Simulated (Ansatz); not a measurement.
# CH4BLiSi (SMILES [Li][B]=C[SiH3]): functionals against CCSD(T) at one geometry

One table from this session's results is given with a row withheld; the runs are named, their logs left out.

The runs use Ansatz 0.2.0, Gaussian basis; single points in def2-TZVPP.

Cores are frozen in the correlated methods. The outer core shell of Li, Na, Mg and K is correlated.

## Starting geometry

SMILES `[Li][B]=C[SiH3]`, 8 atoms, charge 0, spin multiplicity 1.

Atoms are counted from 1 here; the program's logs count them from 0.

Bond lengths: Li1–B2 1.946 Å, B2–C3 1.382 Å, C3–Si4 1.892 Å, C3–H5 1.027 Å, Si4–H6 1.436 Å, Si4–H7 1.562 Å, Si4–H8 1.454 Å. Angles: Li1–B2–C3 167.0°, B2–C3–Si4 128.3°, B2–C3–H5 126.8°, Si4–C3–H5 104.7°, C3–Si4–H6 110.2°, C3–Si4–H7 110.7°, C3–Si4–H8 110.8°, H6–Si4–H7 110.2°, H6–Si4–H8 109.3°, H7–Si4–H8 105.6°.

Coordinates:

```mol
CH4BLiSi
  3D, bonds by distance, orders not assigned

  8  7  0  0  0  0  0  0  0  0999 V2000
   -1.7131    2.6169    1.5811 Li  0  0
   -0.5242    1.6856    0.3539 B   0  0
    0.2566    0.7772   -0.3361 C   0  0
    0.2360   -1.1107   -0.2212 Si  0  0
    1.0306    0.9918   -0.9765 H   0  0
   -0.0955   -1.6825   -1.4965 H   0  0
    1.6185   -1.6480    0.2683 H   0  0
   -0.7299   -1.5563    0.7701 H   0  0
  1  2  8  0
  2  3  8  0
  3  4  8  0
  3  5  8  0
  4  6  8  0
  4  7  8  0
  4  8  8  0
M  END
```

Set-up of the first run:

run/in.yaml reads:

```yaml
crystal:
  periodic: [false, false, false]
  atoms:
    - {symbol: Li, position_ang: [-1.713100, 2.616900, 1.581100]}
    - {symbol: B, position_ang: [-0.524200, 1.685600, 0.353900]}
    - {symbol: C, position_ang: [0.256600, 0.777200, -0.336100]}
    - {symbol: Si, position_ang: [0.236000, -1.110700, -0.221200]}
    - {symbol: H, position_ang: [1.030600, 0.991800, -0.976500]}
    - {symbol: H, position_ang: [-0.095500, -1.682500, -1.496500]}
    - {symbol: H, position_ang: [1.618500, -1.648000, 0.268300]}
    - {symbol: H, position_ang: [-0.729900, -1.556300, 0.770100]}
basis:
  gaussian: {orbitals: def2-TZVPP}
correlation: {method: ccsd_t}
output: {forces: true}
```

No record of the launch command was kept for these runs.

Among the steps run: CCSD(T)/def2-TZVPP; PBE0-D4/def2-TZVPP; wB97M-V/def2-TZVPP; r2SCAN-D4/def2-TZVPP; PBE-D4/def2-TZVPP; HSE06-D4/def2-TZVPP; CAM-B3LYP-D4/def2-TZVPP.

One of the session's tables, all rows but one given; the rest of the session is left out.

| method | RMS force component (eV/Å) | angle to CCSD(T) forces (°) | dipole (D) |
| --- | --- | --- | --- |
| CCSD(T) | 0.949 | reference | 7.05 |
| PBE0-D4 | 0.977 | 9.4 | 6.91 |
| wB97M-V | 0.959 | 11.7 | 7.06 |
| r2SCAN-D4 | ? | ? | ? |
| PBE-D4 | 0.979 | 8.7 | 6.63 |
| HSE06-D4 | 0.976 | 9.1 | 6.90 |
| CAM-B3LYP-D4 | 0.966 | 13.9 | 7.00 |

**Question.** Estimate the row for r2SCAN-D4.

**Answer.** RMS force component (eV/Å): 0.969; angle to CCSD(T) forces (°): 8.6; dipole (D): 6.88. In the column «RMS force component (eV/Å)» it lies between CAM-B3LYP-D4 (0.966) and HSE06-D4 (0.976).
